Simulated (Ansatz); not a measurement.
# AlClH4OSi: the cost of one run

All numbers below are computed with Ansatz 0.2.0 (RKS PBE/def2-SVP).

### 1 Starting point

Bond lengths: Al1–Cl2 2.230 Å, Al1–O3 1.780 Å, O3–Si4 1.680 Å, Si4–H5 1.460 Å, Si4–H6 1.460 Å, Si4–H7 1.460 Å, Al1–H8 1.560 Å. Angles: Cl2–Al1–O3 120.0°, Cl2–Al1–H8 120.0°, O3–Al1–H8 120.0°, Al1–O3–Si4 125.0°, O3–Si4–H5 109.5°, O3–Si4–H6 109.5°, O3–Si4–H7 109.5°, H5–Si4–H6 109.4°, H5–Si4–H7 109.4°, H6–Si4–H7 109.4°.

Structure file:

```xyz
8

Al    0.0000    0.0000    0.0000
Cl    0.0000    0.0000    2.2300
O     1.5415    0.0000   -0.8900
Si    2.3874   -1.3760   -1.3520
H     1.4599   -2.3514   -1.9176
H     3.3882   -1.0195   -2.3535
H     3.0504   -1.9546   -0.1870
H    -1.3510    0.0000   -0.7800
```

### 2 Preparing the start

Input file input.yaml:

```yaml
crystal:
  periodic: [false, false, false]
  atoms:
    - { symbol: Al, position_ang: [0.0, 0.0, 0.0] }
    - { symbol: Cl, position_ang: [0.0, 0.0, 2.23] }
    - { symbol: O, position_ang: [1.5415, 0.0, -0.89] }
    - { symbol: Si, position_ang: [2.3874, -1.376, -1.352] }
    - { symbol: H, position_ang: [1.4599, -2.3514, -1.9176] }
    - { symbol: H, position_ang: [3.3882, -1.0195, -2.3535] }
    - { symbol: H, position_ang: [3.0504, -1.9546, -0.187] }
    - { symbol: H, position_ang: [-1.351, 0.0, -0.78] }
basis:
  gaussian: { orbitals: def2-SVP }
hamiltonian:
  xc: pbe
relax:
  f_tol: 0.02
  max_steps: 40
output:
  orbitals: {}
```

The run is started by

```
ansatz run input.yaml --threads 1 --pin off --max-ram 2048MiB --backend cpu --events-out ev --progress --plain --runs-dir out
```

Q: Estimate wall time and peak memory on 1 thread of Arm Neoverse V1, shared host.

About 37 s, with a peak of 0.14 GiB.
